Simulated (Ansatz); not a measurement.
Predict the output of the script below (Ansatz's Python interface).

The script reads `laof.cif`:
```cif
data_LaOF
_cell_length_a 4.091000
_cell_length_b 4.091000
_cell_length_c 5.852000
_cell_angle_alpha 90.00000
_cell_angle_beta 90.00000
_cell_angle_gamma 90.00000
_symmetry_space_group_name_H-M 'P 1'
_symmetry_Int_Tables_number 1
loop_
_symmetry_equiv_pos_as_xyz
'x, y, z'
loop_
_atom_site_label
_atom_site_type_symbol
_atom_site_fract_x
_atom_site_fract_y
_atom_site_fract_z
La1 La    0.000000    0.500000    0.778000
La2 La    0.500000    0.000000    0.222000
O3 O    0.000000    0.000000    0.500000
O4 O    0.500000    0.500000    0.500000
F5 F    0.000000    0.000000    0.000000
F6 F    0.500000    0.500000    0.000000
```

The script, `laof_terms.py`:
```python
"""Dispersion, smearing and cutoff parts of the energy of LaOF."""

import warnings

import ansatz as az
from ase.io import read


def main() -> None:
    warnings.simplefilter("ignore", az.DeckWarning)

    atoms = read("laof.cif")
    structure = az.Crystal.from_ase(atoms)

    calc = structure.calculation().kpoints(4, 4, 3).occupations("Fixed")
    with_term = calc.functional("pbesol", dispersion="d3bj").basis(340).cutoff_correction(590).run(threads=1).report
    without = calc.functional("pbesol").basis(340).run(threads=1).report
    finer = calc.functional("pbesol").basis(590).run(threads=1).report
    removed = az.free_energy_without(with_term, az.EnergyTerm.DISPERSION)
    print(f"dispersion term            {with_term['components']['e_disp']:.5f} eV")
    print(f"F less dispersion          {removed:.5f} eV, run without it {without['free_energy_ev']:.5f} eV")
    print(f"F less smearing term       {az.free_energy_without(without, az.EnergyTerm.SMEARING):.5f} eV")
    print(f"estimated gain to 590 eV   {with_term['cutoff_correction']['energy_ev']:.5f} eV, found {finer['free_energy_ev'] - without['free_energy_ev']:.5f} eV")


if __name__ == "__main__":
    main()
```

Output of `python laof_terms.py`:
```text
dispersion term            -1.23468 eV
F less dispersion          -15053.95229 eV, run without it -15053.95229 eV
F less smearing term       -15053.95229 eV
estimated gain to 590 eV   -0.64226 eV, found -0.62233 eV
```

Notes:
- Absolute energies stand on the zero of these potentials, so only differences at equal settings mean something. A total without «per atom» is that of the cell as typed.
- The cutoff lies under the one recommended for these potentials in some of the runs.
- The structure is a deposited one; some such entries were measured under pressure or heat, so a shift against it needn't be the functional's error alone.
- The script silences the warnings on its input, which a real study should read.
- Wall time of the script: 6.9 s on 1 thread of Arm Neoverse V2, with other jobs on the host, peak memory 0.51 GiB.

(Lines on the test bed's own set-up are left out of the output.)
